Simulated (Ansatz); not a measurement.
# Mg: the cost of one run

Computed with Ansatz 0.2.0 (DFT PBEsol, scalar-relativistic, unless a step's input says otherwise).

## 1. The starting structure

The structure is cubic, space group Im-3m (No. 229). Conventional cell: a = 2.953 Å, b = 2.953 Å, c = 2.953 Å, α = 90.00°, β = 90.00°, γ = 90.00°. Mg (site symmetry m-3m) is surrounded by 8 Mg at 2.56 Å.

Coordinates:

```
CELL_PARAMETERS angstrom
-1.47650 1.47650 1.47650
1.47650 -1.47650 1.47650
1.47650 1.47650 -1.47650
ATOMIC_POSITIONS crystal
Mg 0.00000 0.00000 0.00000
```

The geometry is a database entry used as it stands. It may stem from high pressure or temperature, or be incomplete, so it serves as a test cell.

## 2. Volume × 0.94, LAPW

File input.yaml:

```yaml
crystal:
  lattice:
    - [-1.4463588895, 1.4463588895, 1.4463588895]
    - [1.4463588895, -1.4463588895, 1.4463588895]
    - [1.4463588895, 1.4463588895, -1.4463588895]
  atoms:
    - { symbol: Mg, position: [0.0, 0.0, 0.0] }
kpoints:
  mp_grid: { grid: [16, 16, 16] }
  band_path:
    path:
      - [0.0, 0.0, 0.0]
      - [0.5, -0.5, 0.5]
      - [0.0, 0.0, 0.5]
      - [0.0, 0.0, 0.0]
      - [0.25, 0.25, 0.25]
      - [0.5, -0.5, 0.5]
      - [0.25, 0.25, 0.25]
      - [0.0, 0.0, 0.5]
    npoints: 5
scf:
  occupations: { method: fermi_dirac, width: 0.05 }
hamiltonian:
  xc: pbesol
  pseudopotentials: { kind: all_electron, lapw: { basis_error: 0.00025 } }
output:
  forces: true
  stress: true
  eigenvalues: true
```

Launch:

```bash
$ ansatz run input.yaml --threads 1 --pin off --max-ram 3072MiB --backend cpu --events-out ev --progress --plain --runs-dir out
```

Q: Estimate wall time and peak memory on 1 thread of Intel Xeon Platinum 8488C (Sapphire Rapids), shared host.

About 4.4 s, with a peak of 0.28 GiB.
